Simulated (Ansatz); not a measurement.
# H8OSiSn (built from SMILES [OH][SnH3].[SiH4]): search for a transition state, part 1 of 2

Aim: find the saddle point of a four-centre ligand exchange that is to form Sn1–Si7, O2–H6 and break Sn1–O2, H6–Si7, prove it by its vibrations, and relax downhill on both sides to see what it joins.

Program: Ansatz 0.2.0, Gaussian basis. Level of theory: PBE0-D4, def2-SVP first, then def2-TZVP. These are calculated values, not measurements.

143 further runs of the same task are left out: 143 set aside as unsound or not needed. Runs told in other sessions of the task aren't counted.

### 1 The starting structure

The guess: 11 atoms, charge 0, spin multiplicity 1.

Atoms are counted from 1 here; the program's logs count them from 0.

Bond lengths: Sn1–O2 2.384 Å, Sn1–H3 1.730 Å, Sn1–H4 1.749 Å, Sn1–H5 1.770 Å, Sn1–Si7 3.050 Å, O2–H8 0.965 Å, H6–Si7 1.691 Å, Si7–H9 1.468 Å, Si7–H10 1.465 Å, Si7–H11 1.470 Å. Angles: O2–Sn1–H3 91.9°, O2–Sn1–H4 113.6°, O2–Sn1–H5 132.5°, O2–Sn1–Si7 64.2°, H3–Sn1–H4 102.0°, H3–Sn1–H5 100.6°, H3–Sn1–Si7 154.6°, H4–Sn1–H5 108.3°, H4–Sn1–Si7 95.9°, H5–Sn1–Si7 90.6°, Sn1–O2–H8 143.9°, Sn1–Si7–H6 56.5°, Sn1–Si7–H9 120.4°, Sn1–Si7–H10 82.7°, Sn1–Si7–H11 126.3°, H6–Si7–H9 99.8°, H6–Si7–H10 138.9°, H6–Si7–H11 96.8° and more.

Geometry (Å):

```
atom     x (Å)     y (Å)     z (Å)
 Sn1  -0.83060  -1.09310  -0.60400
  O2   1.33070  -1.12690   0.40080
  H3  -0.67690  -2.73450  -1.12720
  H4  -2.14120  -1.19970   0.54850
  H5  -1.45010  -0.33860  -2.08020
  H6   1.07330   0.14730   0.53660
 Si7   0.22220   1.59850   0.37010
  H8   2.05100  -1.70370   0.68240
  H9   1.18120   2.35820  -0.44130
 H10  -1.10170   2.06040  -0.05490
 H11   0.34210   2.03220   1.76910
```

Distances that are to change: Sn1–Si7 3.05 Å, O2–H6 1.31 Å, Sn1–O2 2.38 Å, H6–Si7 1.69 Å.

### 2 Constrained relaxation of the guess

File hold/in.yaml:

```yaml
crystal:
  periodic: [false, false, false]
  atoms:
    - {symbol: Sn, position_ang: [-0.830600, -1.093100, -0.604000]}
    - {symbol: O, position_ang: [1.330700, -1.126900, 0.400800]}
    - {symbol: H, position_ang: [-0.676900, -2.734500, -1.127200]}
    - {symbol: H, position_ang: [-2.141200, -1.199700, 0.548500]}
    - {symbol: H, position_ang: [-1.450100, -0.338600, -2.080200]}
    - {symbol: H, position_ang: [1.073300, 0.147300, 0.536600]}
    - {symbol: Si, position_ang: [0.222200, 1.598500, 0.370100]}
    - {symbol: H, position_ang: [2.051000, -1.703700, 0.682400]}
    - {symbol: H, position_ang: [1.181200, 2.358200, -0.441300]}
    - {symbol: H, position_ang: [-1.101700, 2.060400, -0.054900]}
    - {symbol: H, position_ang: [0.342100, 2.032200, 1.769100]}
basis:
  gaussian: {orbitals: def2-SVP}
hamiltonian: {xc: pbe0, dispersion: d4}
relax: {f_tol: 0.04, max_steps: 150, escape_saddle: false, constraints: [{distance: [0, 6]}, {distance: [1, 5]}, {distance: [0, 1]}, {distance: [5, 6]}]}
```

Run with:

```console
> ansatz run in.yaml --threads 4 --pin off --events-out ev --progress --plain --max-ram 9574MiB
```

What it wrote:

```text
Functional definition: PBE0
  name "PBE0"
  cite "Adamo & Barone, J. Chem. Phys. 110, 6158 (1999) doi:10.1063/1.478522"
  cite "Perdew, Burke & Ernzerhof, Phys. Rev. Lett. 77, 3865 (1996) doi:10.1103/PhysRevLett.77.3865"
  parent pbe
  parameter a = 0.25
  parameter kappa = 0.804
  parameter beta = 0.06672455060314922
  exchange = (1 - a)*pbe_x(kappa = kappa, mu = beta*pi^2/3) + a*exact_x
  correlation = pbe_c(beta = beta)
1122 factors; integrals over basis functions are off by at most 4.0e-4 eV
mean field evaluation 1: about -15868.8770 eV, gradient 4.8e1 eV
mean field evaluation 2: about -15842.8278 eV, gradient 1.2e2 eV
mean field evaluation 4: about -15873.2644 eV, gradient 3.7e0 eV
mean field evaluation 8: about -15873.3240 eV, gradient 6.5e-2 eV
mean field -15873.32401923 eV, -583.3338983811 hartree, gradient 2.0e-5 eV, S^2 0.000000; 0 other end points of the search recorded, 0 dependent functions left out
the calculation of the forces begins
reference -15873.32405383 eV, -583.3338996527 hartree; 26, 26 occupied and 72, 72 virtual orbitals, 1122 factors
relax step   1: F+E_penalty+E_count = -15873.50068493 eV  Δ(F+E_penalty+E_count) = +0.000e0 eV  max|allowed force component| = 6.475e-1 eV/Å  Δτ_max = 0.0000 Å  (26 SCF iters, accepted)
  distance Sn 0 - Si 6 held at 3.049913 Å   reaction = -2.7664e-1 eV/Å
  distance O 1 - H 5 held at 1.307013 Å   reaction = +1.6995e0 eV/Å
  distance Sn 0 - O 1 held at 2.383691 Å   reaction = +8.7869e-1 eV/Å
  distance H 5 - Si 6 held at 1.690584 Å   reaction = -2.0441e-1 eV/Å
these checks for a lower state are left out or cut short: starts, cluster_reference, orbital_swaps, neighbouring_geometries, increment
1122 factors; integrals over basis functions are off by at most 4.5e-4 eV
mean field evaluation 16: about -15873.4634 eV, gradient 5.3e0 eV
mean field -15873.54811069 eV, -583.3421335904 hartree, gradient 1.4e-5 eV, S^2 0.000000; 0 other end points of the search recorded, 0 dependent functions left out
the calculation of the forces begins
reference -15873.54814534 eV, -583.3421348639 hartree; 26, 26 occupied and 72, 72 virtual orbitals, 1122 factors
relax step   2: F+E_penalty+E_count = -15873.72681714 eV  Δ(F+E_penalty+E_count) = -2.261e-1 eV  max|allowed force component| = 2.629e-1 eV/Å  Δτ_max = 0.1993 Å  (29 SCF iters, accepted)
  distance Sn 0 - Si 6 held at 3.049913 Å   reaction = -2.8986e-1 eV/Å
  distance O 1 - H 5 held at 1.307013 Å   reaction = +1.1868e0 eV/Å
  distance Sn 0 - O 1 held at 2.383691 Å   reaction = +1.2893e0 eV/Å
  distance H 5 - Si 6 held at 1.690584 Å   reaction = -3.8295e-1 eV/Å
these checks for a lower state are left out or cut short: starts, cluster_reference, orbital_swaps, neighbouring_geometries, increment
1122 factors; integrals over basis functions are off by at most 5.0e-4 eV
mean field -15873.59709587 eV, -583.3439337626 hartree, gradient 5.4e-6 eV, S^2 0.000000; 0 other end points of the search recorded, 0 dependent functions left out
the calculation of the forces begins
reference -15873.59713087 eV, -583.3439350489 hartree; 26, 26 occupied and 72, 72 virtual orbitals, 1122 factors
relax step   3: F+E_penalty+E_count = -15873.77653079 eV  Δ(F+E_penalty+E_count) = -4.971e-2 eV  max|allowed force component| = 1.116e0 eV/Å  Δτ_max = 0.1264 Å  (28 SCF iters, accepted)
  distance Sn 0 - Si 6 held at 3.049913 Å   reaction = +2.4201e-2 eV/Å
  distance O 1 - H 5 held at 1.307013 Å   reaction = -3.8901e-4 eV/Å
  distance Sn 0 - O 1 held at 2.383691 Å   reaction = +9.2455e-1 eV/Å
  distance H 5 - Si 6 held at 1.690584 Å   reaction = -9.1506e-1 eV/Å
these checks for a lower state are left out or cut short: starts, cluster_reference, orbital_swaps, neighbouring_geometries, increment
1122 factors; integrals over basis functions are off by at most 5.4e-4 eV
mean field evaluation 32: about -15873.5281 eV, gradient 4.1e-3 eV
mean field -15873.52518335 eV, -583.3412910263 hartree, gradient 4.8e-5 eV, S^2 0.000000; 0 other end points of the search recorded, 0 dependent functions left out
the calculation of the forces begins
reference -15873.52521805 eV, -583.3412923014 hartree; 26, 26 occupied and 72, 72 virtual orbitals, 1122 factors
relax step   4: F+E_penalty+E_count = -15873.70558376 eV  Δ(F+E_penalty+E_count) = +7.095e-2 eV  max|allowed force component| = 2.422e0 eV/Å  Δτ_max = 0.1944 Å  (29 SCF iters, rejected (line search))
  distance Sn 0 - Si 6 held at 3.049913 Å   reaction = +1.9025e-1 eV/Å
  distance O 1 - H 5 held at 1.307013 Å   reaction = -1.2544e0 eV/Å
  distance Sn 0 - O 1 held at 2.383691 Å   reaction = +9.5340e-1 eV/Å
  distance H 5 - Si 6 held at 1.690584 Å   reaction = -1.3861e0 eV/Å
these checks for a lower state are left out or cut short: starts, cluster_reference, orbital_swaps, neighbouring_geometries, increment
1122 factors; integrals over basis functions are off by at most 5.3e-4 eV
mean field -15873.68003030 eV, -583.3469815467 hartree, gradient 1.8e-5 eV, S^2 0.000000; 0 other end points of the search recorded, 0 dependent functions left out
the calculation of the forces begins
reference -15873.68006487 eV, -583.3469828170 hartree; 26, 26 occupied and 72, 72 virtual orbitals, 1122 factors
relax step   5: F+E_penalty+E_count = -15873.86042614 eV  Δ(F+E_penalty+E_count) = -8.390e-2 eV  max|allowed force component| = 5.050e-1 eV/Å  Δτ_max = 0.0971 Å  (27 SCF iters, accepted)
  distance Sn 0 - Si 6 held at 3.049913 Å   reaction = -8.3273e-2 eV/Å
  distance O 1 - H 5 held at 1.307013 Å   reaction = +1.0995e-1 eV/Å
  distance Sn 0 - O 1 held at 2.383691 Å   reaction = +1.2951e0 eV/Å
  distance H 5 - Si 6 held at 1.690584 Å   reaction = -6.9254e-1 eV/Å
these checks for a lower state are left out or cut short: starts, cluster_reference, orbital_swaps, neighbouring_geometries, increment
1122 factors; integrals over basis functions are off by at most 5.5e-4 eV
mean field -15873.71748789 eV, -583.3483580878 hartree, gradient 7.6e-6 eV, S^2 0.000000; 0 other end points of the search recorded, 0 dependent functions left out
the calculation of the forces begins
reference -15873.71752222 eV, -583.3483593493 hartree; 26, 26 occupied and 72, 72 virtual orbitals, 1122 factors
relax step   6: F+E_penalty+E_count = -15873.89791148 eV  Δ(F+E_penalty+E_count) = -3.749e-2 eV  max|allowed force component| = 1.586e-1 eV/Å  Δτ_max = 0.1000 Å  (27 SCF iters, accepted)
  distance Sn 0 - Si 6 held at 3.049913 Å   reaction = -2.5245e-1 eV/Å
  distance O 1 - H 5 held at 1.307013 Å   reaction = -9.2296e-2 eV/Å
  distance Sn 0 - O 1 held at 2.383691 Å   reaction = +1.6200e0 eV/Å
  distance H 5 - Si 6 held at 1.690584 Å   reaction = -6.3003e-1 eV/Å
these checks for a lower state are left out or cut short: starts, cluster_reference, orbital_swaps, neighbouring_geometries, increment
1122 factors; integrals over basis functions are off by at most 5.8e-4 eV
mean field -15873.72691674 eV, -583.3487045918 hartree, gradient 2.5e-5 eV, S^2 0.000000; 0 other end points of the search recorded, 0 dependent functions left out
the calculation of the forces begins
reference -15873.72695100 eV, -583.3487058508 hartree; 26, 26 occupied and 72, 72 virtual orbitals, 1122 factors
relax step   7: F+E_penalty+E_count = -15873.90786206 eV  Δ(F+E_penalty+E_count) = -9.951e-3 eV  max|allowed force component| = 4.096e-1 eV/Å  Δτ_max = 0.0984 Å  (27 SCF iters, accepted)
  distance Sn 0 - Si 6 held at 3.049913 Å   reaction = -2.6461e-1 eV/Å
  distance O 1 - H 5 held at 1.307013 Å   reaction = -3.6925e-1 eV/Å
  distance Sn 0 - O 1 held at 2.383691 Å   reaction = +1.6808e0 eV/Å
  distance H 5 - Si 6 held at 1.690584 Å   reaction = -7.3256e-1 eV/Å
these checks for a lower state are left out or cut short: starts, cluster_reference, orbital_swaps, neighbouring_geometries, increment
1122 factors; integrals over basis functions are off by at most 5.9e-4 eV
mean field -15873.73867529 eV, -583.3491367103 hartree, gradient 2.3e-5 eV, S^2 0.000000; 0 other end points of the search recorded, 0 dependent functions left out
the calculation of the forces begins
reference -15873.73870939 eV, -583.3491379637 hartree; 26, 26 occupied and 72, 72 virtual orbitals, 1122 factors
relax step   8: F+E_penalty+E_count = -15873.91978763 eV  Δ(F+E_penalty+E_count) = -1.193e-2 eV  max|allowed force component| = 7.188e-2 eV/Å  Δτ_max = 0.1141 Å  (27 SCF iters, accepted)
  distance Sn 0 - Si 6 held at 3.049913 Å   reaction = -3.4020e-1 eV/Å
  distance O 1 - H 5 held at 1.307013 Å   reaction = -1.1399e-1 eV/Å
  distance Sn 0 - O 1 held at 2.383691 Å   reaction = +1.6924e0 eV/Å
  distance H 5 - Si 6 held at 1.690584 Å   reaction = -7.4639e-1 eV/Å
these checks for a lower state are left out or cut short: starts, cluster_reference, orbital_swaps, neighbouring_geometries, increment
1122 factors; integrals over basis functions are off by at most 6.0e-4 eV
mean field evaluation 64: about -15873.7311 eV, gradient 1.8e0 eV
mean field -15873.74062215 eV, -583.3492082561 hartree, gradient 4.8e-5 eV, S^2 0.000000; 0 other end points of the search recorded, 0 dependent functions left out
the calculation of the forces begins
reference -15873.74065628 eV, -583.3492095103 hartree; 26, 26 occupied and 72, 72 virtual orbitals, 1122 factors
relax step   9: F+E_penalty+E_count = -15873.92186481 eV  Δ(F+E_penalty+E_count) = -2.077e-3 eV  max|allowed force component| = 2.078e-2 eV/Å  Δτ_max = 0.0445 Å  (24 SCF iters, accepted)
  distance Sn 0 - Si 6 held at 3.049913 Å   reaction = -3.0905e-1 eV/Å
  distance O 1 - H 5 held at 1.307013 Å   reaction = -9.5151e-2 eV/Å
  distance Sn 0 - O 1 held at 2.383691 Å   reaction = +1.6618e0 eV/Å
  distance H 5 - Si 6 held at 1.690584 Å   reaction = -7.1100e-1 eV/Å
1122 factors; integrals over basis functions are off by at most 6.0e-4 eV
mean field -15873.74062215 eV, -583.3492082561 hartree, gradient 4.8e-5 eV, S^2 0.000000; 1 other end points of the search recorded, 0 dependent functions left out
the calculation of the forces begins
reference -15873.74065628 eV, -583.3492095103 hartree; 26, 26 occupied and 72, 72 virtual orbitals, 1122 factors
Total energy: -15873.92189894 eV, -583.3558700553 hartree
Atom 0 at    -0.802530    -1.143954    -0.627310 Å, force     1.484035    -0.275228     0.384638 eV/Å
Atom 1 at     1.474221    -1.140349     0.078648 Å, force    -1.545775    -0.085619    -0.530296 eV/Å
Atom 2 at    -0.697335    -2.807477    -1.036286 Å, force     0.001552    -0.004861     0.005057 eV/Å
Atom 3 at    -1.898477    -0.921801     0.661512 Å, force     0.004783    -0.000327    -0.002462 eV/Å
Atom 4 at    -1.001605    -0.195307    -2.027304 Å, force    -0.003417     0.009854    -0.006522 eV/Å
Atom 5 at     0.961317     0.037930     0.317123 Å, force     0.274572    -0.556758    -0.004911 eV/Å
Atom 6 at     0.208250     1.550048     0.383950 Å, force    -0.225106     0.898742     0.150029 eV/Å
Atom 7 at     1.617374    -1.682366     0.870854 Å, force     0.000316    -0.000075     0.018697 eV/Å
Atom 8 at     0.986671     2.475225    -0.505121 Å, force    -0.007032     0.001186    -0.003791 eV/Å
Atom 9 at    -1.242554     1.814481     0.082261 Å, force     0.002497     0.008905    -0.011584 eV/Å
Atom 10 at     0.394668     2.013669     1.801572 Å, force     0.013575     0.004180     0.001145 eV/Å
Dipole moment:    -0.317308    -0.492945     0.052995 e Å
```

It took 16 s on 4 threads of Arm Neoverse V2, shared host.

Along the way: (the energy doesn't fall at every step)

```
step  energy from step 1 (eV)  largest force component (eV/Å)
   1                   0.0000                          0.6475
   2                  -0.2261                          0.2629
   3                  -0.2758                          1.1162
   4                  -0.2049                          2.4221
   5                  -0.3597                          0.5050
   6                  -0.3972                          0.1586
   7                  -0.4072                          0.4096
   8                  -0.4191                          0.0719
   9                  -0.4212                          0.0208
```

Distances of close pairs at the start and the end, largest changes first:

```
   bond  before (Å)  after (Å)  change (Å)
 Sn1–H5       1.770      1.703      -0.067
 Sn1–H4       1.749      1.706      -0.042
Si7–H10       1.465      1.505      +0.040
Si7–H11       1.470      1.503      +0.034
 Si7–H9       1.468      1.501      +0.033
 Sn1–H3       1.730      1.716      -0.013
  O2–H8       0.965      0.970      +0.006
Sn1–Si7       3.050      3.050      -0.000
```

### 3 A starting Hessian

File hessian/in.yaml:

```yaml
crystal:
  periodic: [false, false, false]
  atoms:
    - {symbol: Sn, position_ang: [-0.802530, -1.143954, -0.627310]}
    - {symbol: O, position_ang: [1.474221, -1.140349, 0.078648]}
    - {symbol: H, position_ang: [-0.697335, -2.807477, -1.036286]}
    - {symbol: H, position_ang: [-1.898477, -0.921801, 0.661512]}
    - {symbol: H, position_ang: [-1.001605, -0.195307, -2.027304]}
    - {symbol: H, position_ang: [0.961317, 0.037930, 0.317123]}
    - {symbol: Si, position_ang: [0.208250, 1.550048, 0.383950]}
    - {symbol: H, position_ang: [1.617374, -1.682366, 0.870854]}
    - {symbol: H, position_ang: [0.986671, 2.475225, -0.505121]}
    - {symbol: H, position_ang: [-1.242554, 1.814481, 0.082261]}
    - {symbol: H, position_ang: [0.394668, 2.013669, 1.801572]}
basis:
  gaussian: {orbitals: def2-SVP}
hamiltonian: {xc: pbe0, dispersion: d4}
phonons: {}
scf: {lower_state_search: off}
```

Run with:

```console
> ansatz run in.yaml --threads 4 --pin off --events-out ev --progress --plain --max-ram 9574MiB
```

What it wrote, cut to the lines that bear on the results:

```text
[... 5 set-up lines as earlier in the session ...]
[...]
1123 factors; integrals over basis functions are off by at most 3.8e-4 eV
[...]
mean field -15873.74062080 eV, -583.3492082064 hartree, gradient 4.7e-6 eV, S^2 0.000000; 0 other end points of the search recorded, 0 dependent functions left out
[...]
reference -15873.74065498 eV, -583.3492094627 hartree; 26, 26 occupied and 72, 72 virtual orbitals, 1123 factors
[... from here to the last solve, the lines of the solves are left out (65 solves) ...]
1123 factors; integrals over basis functions are off by at most 3.8e-4 eV
[...]
mean field -15873.74056393 eV, -583.3492061166 hartree, gradient 1.2e-6 eV, S^2 0.000000; 0 other end points of the search recorded, 0 dependent functions left out
[...]
WARN: phonons: modes at or below zero, which the zero-point energy, F, S and C_V leave out: 2, the lowest at -1209.04 cm⁻¹. A minimum has none, and a first-order saddle one
[...]
Atom 4 at    -1.001605    -0.195307    -2.027304 Å, force    -0.003444     0.009854    -0.006461 eV/Å
Atom 5 at     0.961317     0.037930     0.317123 Å, force     0.274577    -0.556728    -0.004889 eV/Å
Atom 6 at     0.208250     1.550048     0.383950 Å, force    -0.225075     0.898712     0.150059 eV/Å
Atom 7 at     1.617374    -1.682366     0.870854 Å, force     0.000315    -0.000061     0.018744 eV/Å
Atom 8 at     0.986671     2.475225    -0.505121 Å, force    -0.007030     0.001203    -0.003821 eV/Å
Atom 9 at    -1.242554     1.814481     0.082261 Å, force     0.002495     0.008907    -0.011592 eV/Å
Atom 10 at     0.394668     2.013669     1.801572 Å, force     0.013576     0.004184     0.001144 eV/Å
Dipole moment:    -0.317307    -0.492945     0.052995 e Å
Vibrations: -1209.04 -87.41 159.27 222.95 233.17 295.02 366.88 380.11 459.23 474.61 544.44 652.14 692.74 706.46 746.26 883.52 929.94 932.38 1074.47 1250.10 1928.48 1948.16 1977.81 2169.75 2185.02 2201.35 3803.60 cm⁻¹, zero-point energy 1.687290 eV
Checks for a lower state left out: stability, starts, cluster_reference, orbital_swaps, neighbouring_geometries, increment
```

Wall time 67 s (4 threads of Arm Neoverse V2, shared host).

The structure is not stationary yet, so these wavenumbers are no spectrum; the search needs only the force constants.

### 4 Saddle search in the small basis

The search itself is an outer loop (partitioned rational-function steps, Bofill update of the Hessian). Each step is one single-point run with forces. It stops when the largest force is under 0.04 eV/Å and the followed curvature is negative. The first step's input:

File presaddle/in.yaml:

```yaml
crystal:
  periodic: [false, false, false]
  atoms:
    - {symbol: Sn, position_ang: [-0.802530, -1.143954, -0.627310]}
    - {symbol: O, position_ang: [1.474221, -1.140349, 0.078648]}
    - {symbol: H, position_ang: [-0.697335, -2.807477, -1.036286]}
    - {symbol: H, position_ang: [-1.898477, -0.921801, 0.661512]}
    - {symbol: H, position_ang: [-1.001605, -0.195307, -2.027304]}
    - {symbol: H, position_ang: [0.961317, 0.037930, 0.317123]}
    - {symbol: Si, position_ang: [0.208250, 1.550048, 0.383950]}
    - {symbol: H, position_ang: [1.617374, -1.682366, 0.870854]}
    - {symbol: H, position_ang: [0.986671, 2.475225, -0.505121]}
    - {symbol: H, position_ang: [-1.242554, 1.814481, 0.082261]}
    - {symbol: H, position_ang: [0.394668, 2.013669, 1.801572]}
basis:
  gaussian: {orbitals: def2-SVP}
hamiltonian: {xc: pbe0, dispersion: d4}
output: {forces: true}
scf: {lower_state_search: off}
```

Run with:

```console
> ansatz run in.yaml --threads 4 --pin off --events-out ev --progress --plain --max-ram 9574MiB
```

Step by step:

```
step   energy (eV)  largest force (eV/Å)  followed curvature (eV/Å²)
   1  -15873.92189                1.5458                       -9.97
   2  -15874.19786                0.5317                      -10.02
   3  -15874.22848                0.3804                      -10.02
   4  -15874.24667                0.2287                      -10.02
   5  -15874.24934                0.2023                      -10.05
   6  -15874.24657                0.2187                      -10.09
   7  -15874.24760                0.2093                      -10.09
   8  -15874.25142                0.1778                      -10.11
   9  -15874.25292                0.1882                      -10.12
  10  -15874.25247                0.1648                      -10.13
  11  -15874.25378                0.0332                      -10.13
```

The 11 steps took 12 s in all (4 threads of Arm Neoverse V2, shared host).

(Continued in part 2 of 2.)
